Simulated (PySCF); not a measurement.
# GeO: NMR shieldings

Aim: compute the NMR shieldings of GeO (`[O]=[Ge]`).

Programs: PySCF 2.14.0, with routines of our own; each step states its level. All values are computed. Atoms count from 0.

## (1) The starting structure

2 atoms, charge 0, multiplicity 1; geometry from: GFN2-xTB.

## (2) Relaxing the molecule at PBE0-D3(BJ)/def2-SVP

Job settings and geometry (Å):

```
{"job": {"xc": "PBE0", "basis": "def2-SVP", "d3": "d3bj", "grid": 1, "maxiter": 30, "shake": 0.01, "kind": "geom"}, "charge": 0, "multiplicity": 1}
O      0.809550    -0.028720     0.001660
Ge    -0.792060    -0.000100    -0.013790
```

The run is started by

```console
$ OMP_NUM_THREADS=1 python heavy_run.py task.json out
```

One launch serves the whole session: the jobs run in the order shown.

Standard output:

```text
step   0  E = -2151.55915065  max force = 0.023090
step   1  E = -2151.55959587  max force = 0.005093
step   2  E = -2151.55961953  max force = 0.000178
step   3  E = -2151.55961949  max force = 0.000020
optimisation converged
```

Run time: 3.9 s. Hardware: 1 thread of Arm Neoverse N1, shared host; peak memory 0.26 GiB.

Along the way:

```
step  energy from step 0 (eV)  largest force component (eV/Å)
   0                   0.0000                          1.1873
   1                  -0.0121                          0.2619
   2                  -0.0128                          0.0092
   3                  -0.0128                          0.0010
```

The bond:

```
  bond  before (Å)  after (Å)  change (Å)
O0–Ge1       1.602      1.624      +0.022
```

The final coordinates are the input of the step that follows.

```
                         at the end point           value
  point group (found at 0.08 Å tolerance)           Cinfv
rotational constants (GHz, main isotopes)  14.580, 14.580
                        dipole moment (D)            3.03
```

## (3) NMR shieldings: PBE/pcJ-1 Ge:dyall-v2z (PBE), spin–orbit

Job settings and geometry (Å):

```
{"job": {"kind": "hnmr", "xc": "PBE", "basis": {"default": "pcJ-1", "Ge": "dyall-v2z"}, "rel": "so"}, "charge": 0, "multiplicity": 1}
O      0.821304    -0.038116     0.004539
Ge    -0.801449     0.009289    -0.016579
```

Level: PBE/pcJ-1 Ge:dyall-v2z GIAO NMR shielding, X2C with spin-orbit coupling, screened-nuclear two-electron part, Gaussian nuclei, gas phase.

Standard output:

```text
spin-free SCF
coarse grid: 12600 points
cycle   1  E = -2173.4318594594  dE =  2.960e-01  |g| = 1.313e+00  |ddm| = 1.356e+00
cycle   2  E = -2167.8588177681  dE =  5.573e+00  |g| = 3.788e+00  |ddm| = 3.573e+00
cycle   3  E = -2173.6880140573  dE = -5.829e+00  |g| = 5.207e-01  |ddm| = 3.384e+00
cycle   4  E = -2173.6208341404  dE =  6.718e-02  |g| = 8.779e-01  |ddm| = 8.656e-01
cycle   5  E = -2173.7583303320  dE = -1.375e-01  |g| = 2.186e-01  |ddm| = 2.991e-01
cycle   6  E = -2173.7644216815  dE = -6.091e-03  |g| = 1.599e-01  |ddm| = 7.014e-02
cycle   7  E = -2173.7697131006  dE = -5.291e-03  |g| = 3.231e-02  |ddm| = 6.683e-02
cycle   8  E = -2173.7699450801  dE = -2.320e-04  |g| = 3.603e-03  |ddm| = 1.642e-02
cycle   9  E = -2173.7699481263  dE = -3.046e-06  |g| = 4.461e-04  |ddm| = 2.678e-03
final grid: 24248 points
cycle  10  E = -2173.7701403444  dE =  2.332e-07  |g| = 1.688e-03  |ddm| = 1.038e-03
cycle  11  E = -2173.7701319070  dE =  8.437e-06  |g| = 6.634e-03  |ddm| = 4.085e-03
cycle  12  E = -2173.7701405648  dE = -8.658e-06  |g| = 9.200e-04  |ddm| = 3.748e-03
cycle  13  E = -2173.7701406978  dE = -1.330e-07  |g| = 3.678e-04  |ddm| = 5.307e-04
cycle  14  E = -2173.7701407094  dE = -1.164e-08  |g| = 2.105e-05  |ddm| = 1.188e-04
cycle  15  E = -2173.7701407095  dE = -9.504e-11  |g| = 4.776e-07  |ddm| = 1.781e-05
converged SCF energy = -2173.7701407095
two-component SCF
cycle   1  E = -2173.7328191319  dE = -2.174e+03  |FDS-SDF| = 1.505e+01
cycle   2  E = -2173.8132561285  dE = -8.044e-02  |FDS-SDF| = 4.838e-03
cycle   3  E = -2173.8132529260  dE =  3.203e-06  |FDS-SDF| = 4.409e-03
cycle   4  E = -2173.8132396686  dE =  1.326e-05  |FDS-SDF| = 8.980e-03
cycle   5  E = -2173.8132562540  dE = -1.659e-05  |FDS-SDF| = 9.764e-04
cycle   6  E = -2173.8132563521  dE = -9.815e-08  |FDS-SDF| = 5.688e-05
cycle   7  E = -2173.8132563524  dE = -2.970e-10  |FDS-SDF| = 6.181e-06
converged, E = -2173.8132563524

Field gradients (au) and densities at the nuclei (bohr^-3)
atom        Vxx        Vyy        Vzz        centre      nuclear mean
  0 O      0.2055     0.2056    -0.4111        312.302        312.292
  1 Ge     2.1716     2.1716    -4.3432      29287.343      29257.865
without picture change
  1 Ge                          -4.4691                     45080.494

Core orbital energies (eV)
atom   shell        mean    spread
  1 Ge 1s       -10949.052   0.000
  1 Ge 2s        -1370.266   0.000
  1 Ge 3s         -168.250   0.000
  1 Ge 2p1/2     -1218.564   0.000
  1 Ge 2p3/2     -1187.061   0.073
  1 Ge 3p1/2      -118.312   0.000
  1 Ge 3p3/2      -114.058   0.168
  1 Ge 3d3/2       -29.636   0.071
  1 Ge 3d5/2       -29.066   0.137

vertical triplet (scalar unrestricted SCF): 4.025 eV

Shielding tensors (ppm)
atom      isotropic    diamagn.    paramagn.     s11        s22        s33       span
  0 O      -429.49      398.50     -827.99    -859.47    -859.46     430.47    1289.93
  1 Ge     1104.10     2651.85    -1547.75     145.19     145.20    3021.91    2876.71
```

It took 9.8 s on 1 thread of Arm Neoverse N1, shared host; peak memory 0.42 GiB.

Key values:

```
                       quantity       value
energy from spin-orbit coupling  -0.0431 Eh
```

## (4) NMR shieldings: KT2/pcJ-1 Ge:dyall-v2z (KT2), spin–orbit

Job settings and geometry (Å):

```
{"job": {"kind": "hnmr", "xc": "KT2", "basis": {"default": "pcJ-1", "Ge": "dyall-v2z"}, "rel": "so"}, "charge": 0, "multiplicity": 1}
O      0.821304    -0.038116     0.004539
Ge    -0.801449     0.009289    -0.016579
```

Method: KT2/pcJ-1 Ge:dyall-v2z GIAO NMR shielding, X2C with spin-orbit coupling, screened-nuclear two-electron part, Gaussian nuclei, gas phase.

Standard output:

```text
spin-free SCF
coarse grid: 12600 points
cycle   1  E = -2183.7166167180  dE =  3.067e-01  |g| = 1.568e+00  |ddm| = 1.344e+00
cycle   2  E = -2178.2931812276  dE =  5.423e+00  |g| = 3.473e+00  |ddm| = 3.440e+00
cycle   3  E = -2183.8128594249  dE = -5.520e+00  |g| = 1.013e+00  |ddm| = 3.456e+00
cycle   4  E = -2184.0479345705  dE = -2.351e-01  |g| = 3.941e-01  |ddm| = 6.497e-01
cycle   5  E = -2184.0523848840  dE = -4.450e-03  |g| = 2.893e-01  |ddm| = 3.073e-01
cycle   6  E = -2184.0623251823  dE = -9.940e-03  |g| = 8.500e-02  |ddm| = 7.494e-02
cycle   7  E = -2184.0636405617  dE = -1.315e-03  |g| = 4.561e-02  |ddm| = 2.993e-02
cycle   8  E = -2184.0640351694  dE = -3.946e-04  |g| = 1.831e-02  |ddm| = 1.617e-02
cycle   9  E = -2184.0641111662  dE = -7.600e-05  |g| = 2.972e-03  |ddm| = 9.856e-03
cycle  10  E = -2184.0641134673  dE = -2.301e-06  |g| = 1.630e-04  |ddm| = 1.980e-03
final grid: 24248 points
cycle  11  E = -2184.0642256206  dE = -7.270e-07  |g| = 1.852e-02  |ddm| = 5.886e-04
cycle  12  E = -2184.0642213470  dE =  4.274e-06  |g| = 4.549e-03  |ddm| = 2.866e-03
cycle  13  E = -2184.0641294047  dE =  9.194e-05  |g| = 2.106e-02  |ddm| = 1.354e-02
cycle  14  E = -2184.0642258023  dE = -9.640e-05  |g| = 1.769e-04  |ddm| = 1.114e-02
cycle  15  E = -2184.0642258038  dE = -1.547e-09  |g| = 1.020e-05  |ddm| = 4.531e-05
converged SCF energy = -2184.0642258038
two-component SCF
cycle   1  E = -2184.0267204721  dE = -2.184e+03  |FDS-SDF| = 1.509e+01
cycle   2  E = -2184.1073469808  dE = -8.063e-02  |FDS-SDF| = 4.922e-03
cycle   3  E = -2184.1073447078  dE =  2.273e-06  |FDS-SDF| = 3.723e-03
cycle   4  E = -2184.1073313751  dE =  1.333e-05  |FDS-SDF| = 8.604e-03
cycle   5  E = -2184.1073470719  dE = -1.570e-05  |FDS-SDF| = 9.062e-04
cycle   6  E = -2184.1073471659  dE = -9.407e-08  |FDS-SDF| = 5.697e-05
cycle   7  E = -2184.1073471663  dE = -3.060e-10  |FDS-SDF| = 5.510e-06
converged, E = -2184.1073471663

Field gradients (au) and densities at the nuclei (bohr^-3)
atom        Vxx        Vyy        Vzz        centre      nuclear mean
  0 O      0.2398     0.2400    -0.4799        321.345        321.334
  1 Ge     2.0845     2.0846    -4.1691      29671.775      29640.052
without picture change
  1 Ge                          -4.2901                     45756.377

Core orbital energies (eV)
atom   shell        mean    spread
  1 Ge 1s       -10991.471   0.000
  1 Ge 2s        -1378.349   0.000
  1 Ge 3s         -170.611   0.000
  1 Ge 2p1/2     -1224.553   0.000
  1 Ge 2p3/2     -1192.909   0.067
  1 Ge 3p1/2      -119.874   0.000
  1 Ge 3p3/2      -115.614   0.161
  1 Ge 3d3/2       -30.313   0.071
  1 Ge 3d5/2       -29.738   0.131

Shielding tensors (ppm)
atom      isotropic    diamagn.    paramagn.     s11        s22        s33       span
  0 O      -413.25      402.06     -815.31    -837.04    -837.04     434.32    1271.36
  1 Ge     1218.29     2658.57    -1440.28     312.75     312.76    3029.35    2716.60
```

Wall time 8.3 s (1 thread of Arm Neoverse N1, shared host); peak memory 0.44 GiB.

From this job:

```
                       quantity       value
energy from spin-orbit coupling  -0.0431 Eh
```

## (5) NMR shieldings: B3LYP/pcJ-1 Ge:dyall-v2z (B3LYP), spin–orbit

Job settings and geometry (Å):

```
{"job": {"kind": "hnmr", "xc": "B3LYP", "basis": {"default": "pcJ-1", "Ge": "dyall-v2z"}, "rel": "so"}, "charge": 0, "multiplicity": 1}
O      0.821304    -0.038116     0.004539
Ge    -0.801449     0.009289    -0.016579
```

Method: B3LYP/pcJ-1 Ge:dyall-v2z GIAO NMR shielding, X2C with spin-orbit coupling, screened-nuclear two-electron part, Gaussian nuclei, gas phase.

Standard output:

```text
spin-free SCF
coarse grid: 12600 points
cycle   1  E = -2173.8710066790  dE =  2.238e-01  |g| = 1.202e+00  |ddm| = 1.339e+00
cycle   2  E = -2169.5876002830  dE =  4.283e+00  |g| = 3.575e+00  |ddm| = 3.104e+00
cycle   3  E = -2174.1399050746  dE = -4.552e+00  |g| = 3.309e-01  |ddm| = 2.811e+00
cycle   4  E = -2174.1622864641  dE = -2.238e-02  |g| = 3.016e-01  |ddm| = 4.320e-01
cycle   5  E = -2174.1740692334  dE = -1.178e-02  |g| = 4.285e-02  |ddm| = 1.052e-01
cycle   6  E = -2174.1742462111  dE = -1.770e-04  |g| = 2.407e-02  |ddm| = 2.478e-02
cycle   7  E = -2174.1743499941  dE = -1.038e-04  |g| = 1.036e-02  |ddm| = 7.977e-03
cycle   8  E = -2174.1743726099  dE = -2.262e-05  |g| = 1.274e-03  |ddm| = 4.934e-03
cycle   9  E = -2174.1743729639  dE = -3.540e-07  |g| = 1.652e-04  |ddm| = 8.659e-04
final grid: 24248 points
cycle  10  E = -2174.1744954209  dE = -5.693e-10  |g| = 3.676e-04  |ddm| = 3.025e-04
cycle  11  E = -2174.1744952128  dE =  2.081e-07  |g| = 1.121e-03  |ddm| = 7.152e-04
cycle  12  E = -2174.1744954382  dE = -2.255e-07  |g| = 1.454e-04  |ddm| = 5.886e-04
cycle  13  E = -2174.1744954408  dE = -2.600e-09  |g| = 1.156e-05  |ddm| = 6.047e-05
converged SCF energy = -2174.1744954408
two-component SCF
cycle   1  E = -2174.1371987562  dE = -2.174e+03  |FDS-SDF| = 1.504e+01
cycle   2  E = -2174.2175315437  dE = -8.033e-02  |FDS-SDF| = 5.765e-02
cycle   3  E = -2174.2175845944  dE = -5.305e-05  |FDS-SDF| = 2.541e-03
cycle   4  E = -2174.2175868143  dE = -2.220e-06  |FDS-SDF| = 3.394e-03
cycle   5  E = -2174.2175883870  dE = -1.573e-06  |FDS-SDF| = 1.457e-03
cycle   6  E = -2174.2175890156  dE = -6.286e-07  |FDS-SDF| = 7.438e-04
cycle   7  E = -2174.2175891920  dE = -1.764e-07  |FDS-SDF| = 8.711e-05
cycle   8  E = -2174.2175891988  dE = -6.732e-09  |FDS-SDF| = 1.252e-05
converged, E = -2174.2175891988

Field gradients (au) and densities at the nuclei (bohr^-3)
atom        Vxx        Vyy        Vzz        centre      nuclear mean
  0 O      0.2139     0.2140    -0.4280        311.870        311.859
  1 Ge     2.2895     2.2895    -4.5790      29263.304      29233.851
without picture change
  1 Ge                          -4.7121                     45038.333

Core orbital energies (eV)
atom   shell        mean    spread
  1 Ge 1s       -10996.170   0.000
  1 Ge 2s        -1387.481   0.000
  1 Ge 3s         -175.110   0.000
  1 Ge 4s          -16.075   0.000
  1 Ge 2p1/2     -1233.262   0.000
  1 Ge 2p3/2     -1201.538   0.070
  1 Ge 3p1/2      -123.963   0.000
  1 Ge 3p3/2      -119.625   0.158
  1 Ge 3d3/2       -32.943   0.082
  1 Ge 3d5/2       -32.352   0.145

Shielding tensors (ppm)
atom      isotropic    diamagn.    paramagn.     s11        s22        s33       span
  0 O      -453.00      399.22     -852.23    -895.16    -895.16     431.31    1326.47
  1 Ge     1074.29     2651.70    -1577.41      99.72      99.72    3023.42    2923.70
```

Wall time 20 s (1 thread of Arm Neoverse N1, shared host); peak memory 0.59 GiB.

In short:

```
                       quantity       value
energy from spin-orbit coupling  -0.0431 Eh
```

## (6) NMR shieldings: BHandHLYP/pcJ-1 Ge:dyall-v2z (BHandHLYP), spin–orbit

Job settings and geometry (Å):

```
{"job": {"kind": "hnmr", "xc": "BHandHLYP", "basis": {"default": "pcJ-1", "Ge": "dyall-v2z"}, "rel": "so"}, "charge": 0, "multiplicity": 1}
O      0.821304    -0.038116     0.004539
Ge    -0.801449     0.009289    -0.016579
```

Method: BHandHLYP/pcJ-1 Ge:dyall-v2z GIAO NMR shielding, X2C with spin-orbit coupling, screened-nuclear two-electron part, Gaussian nuclei, gas phase.

Standard output:

```text
spin-free SCF
coarse grid: 12600 points
cycle   1  E = -2173.7936819522  dE =  1.044e-01  |g| = 1.038e+00  |ddm| = 1.338e+00
cycle   2  E = -2171.7268921564  dE =  2.067e+00  |g| = 2.928e+00  |ddm| = 2.292e+00
cycle   3  E = -2174.0279202710  dE = -2.301e+00  |g| = 1.323e-01  |ddm| = 1.842e+00
cycle   4  E = -2174.0327901090  dE = -4.870e-03  |g| = 8.576e-02  |ddm| = 1.728e-01
cycle   5  E = -2174.0334663674  dE = -6.763e-04  |g| = 1.928e-02  |ddm| = 2.554e-02
cycle   6  E = -2174.0334967202  dE = -3.035e-05  |g| = 5.733e-03  |ddm| = 9.413e-03
cycle   7  E = -2174.0335039190  dE = -7.199e-06  |g| = 1.217e-03  |ddm| = 3.706e-03
final grid: 24248 points
cycle   8  E = -2174.0335863598  dE =  1.121e-06  |g| = 2.754e-03  |ddm| = 2.036e-03
cycle   9  E = -2174.0335808077  dE =  5.552e-06  |g| = 6.079e-03  |ddm| = 4.360e-03
cycle  10  E = -2174.0335878013  dE = -6.994e-06  |g| = 1.978e-05  |ddm| = 2.999e-03
cycle  11  E = -2174.0335878013  dE = -4.820e-11  |g| = 1.043e-05  |ddm| = 1.158e-05
converged SCF energy = -2174.0335878013
two-component SCF
cycle   1  E = -2173.9963750643  dE = -2.174e+03  |FDS-SDF| = 1.502e+01
cycle   2  E = -2174.0762790356  dE = -7.990e-02  |FDS-SDF| = 1.392e-01
cycle   3  E = -2174.0764875622  dE = -2.085e-04  |FDS-SDF| = 8.193e-03
cycle   4  E = -2174.0765050661  dE = -1.750e-05  |FDS-SDF| = 2.340e-03
cycle   5  E = -2174.0765115085  dE = -6.442e-06  |FDS-SDF| = 1.757e-03
cycle   6  E = -2174.0765134890  dE = -1.980e-06  |FDS-SDF| = 9.460e-04
cycle   7  E = -2174.0765148748  dE = -1.386e-06  |FDS-SDF| = 6.175e-04
cycle   8  E = -2174.0765149989  dE = -1.241e-07  |FDS-SDF| = 8.995e-05
cycle   9  E = -2174.0765150083  dE = -9.421e-09  |FDS-SDF| = 3.782e-05
converged, E = -2174.0765150083

Field gradients (au) and densities at the nuclei (bohr^-3)
atom        Vxx        Vyy        Vzz        centre      nuclear mean
  0 O      0.1872     0.1873    -0.3745        311.484        311.474
  1 Ge     2.4868     2.4868    -4.9736      29245.334      29215.988
without picture change
  1 Ge                          -5.1196                     45003.373

Core orbital energies (eV)
atom   shell        mean    spread
  1 Ge 1s       -11066.489   0.000
  1 Ge 2s        -1413.021   0.000
  1 Ge 3s         -185.548   0.000
  1 Ge 2p1/2     -1254.287   0.000
  1 Ge 2p3/2     -1222.254   0.064
  1 Ge 3p1/2      -132.339   0.000
  1 Ge 3p3/2      -127.892   0.148
  1 Ge 3d3/2       -37.601   0.102
  1 Ge 3d5/2       -36.981   0.155

Shielding tensors (ppm)
atom      isotropic    diamagn.    paramagn.     s11        s22        s33       span
  0 O      -449.59      399.09     -848.68    -890.52    -890.51     432.27    1322.79
  1 Ge     1078.95     2651.42    -1572.47     105.22     105.22    3026.40    2921.17
```

It took 23 s on 1 thread of Arm Neoverse N1, shared host; peak memory 0.6 GiB.

In short:

```
                       quantity       value
energy from spin-orbit coupling  -0.0429 Eh
```

## (7) Shieldings side by side

```
                                                         run     Ge1      O0   time
            step 3, PBE/pcJ-1 Ge:dyall-v2z (PBE), spin–orbit  1104.1  -429.5  9.8 s
            step 4, KT2/pcJ-1 Ge:dyall-v2z (KT2), spin–orbit  1218.3  -413.3  8.3 s
        step 5, B3LYP/pcJ-1 Ge:dyall-v2z (B3LYP), spin–orbit  1074.3  -453.0   20 s
step 6, BHandHLYP/pcJ-1 Ge:dyall-v2z (BHandHLYP), spin–orbit  1078.9  -449.6   23 s
```

## (8) Outcome

| quantity | value |
| --- | --- |
| point group | Cinfv |
| rotational constants (main isotopes) | 14.58, 14.58 GHz |
| energy from spin-orbit coupling (step 3, PBE/pcJ-1 Ge:dyall-v2z (PBE), spin–orbit) | -0.0431 Eh |
| shieldings (step 3, PBE/pcJ-1 Ge:dyall-v2z (PBE), spin–orbit) | O0 -429.5, Ge1 1104.1 ppm |
| energy from spin-orbit coupling (step 4, KT2/pcJ-1 Ge:dyall-v2z (KT2), spin–orbit) | -0.0431 Eh |
| shieldings (step 4, KT2/pcJ-1 Ge:dyall-v2z (KT2), spin–orbit) | O0 -413.3, Ge1 1218.3 ppm |
| energy from spin-orbit coupling (step 5, B3LYP/pcJ-1 Ge:dyall-v2z (B3LYP), spin–orbit) | -0.0431 Eh |
| shieldings (step 5, B3LYP/pcJ-1 Ge:dyall-v2z (B3LYP), spin–orbit) | O0 -453.0, Ge1 1074.3 ppm |
| energy from spin-orbit coupling (step 6, BHandHLYP/pcJ-1 Ge:dyall-v2z (BHandHLYP), spin–orbit) | -0.0429 Eh |
| shieldings (step 6, BHandHLYP/pcJ-1 Ge:dyall-v2z (BHandHLYP), spin–orbit) | O0 -449.6, Ge1 1078.9 ppm |

What this shows: The optimisation took 3 steps and gained 0.013 eV; among the close pairs (by a distance rule), O0–Ge1 changed most, from 1.602 to 1.624 Å. In step 3, Ge1 has the widest tensor, 2877 ppm. Ge1 moves most between the runs, by 144 ppm; the labels say what changes from run to run.
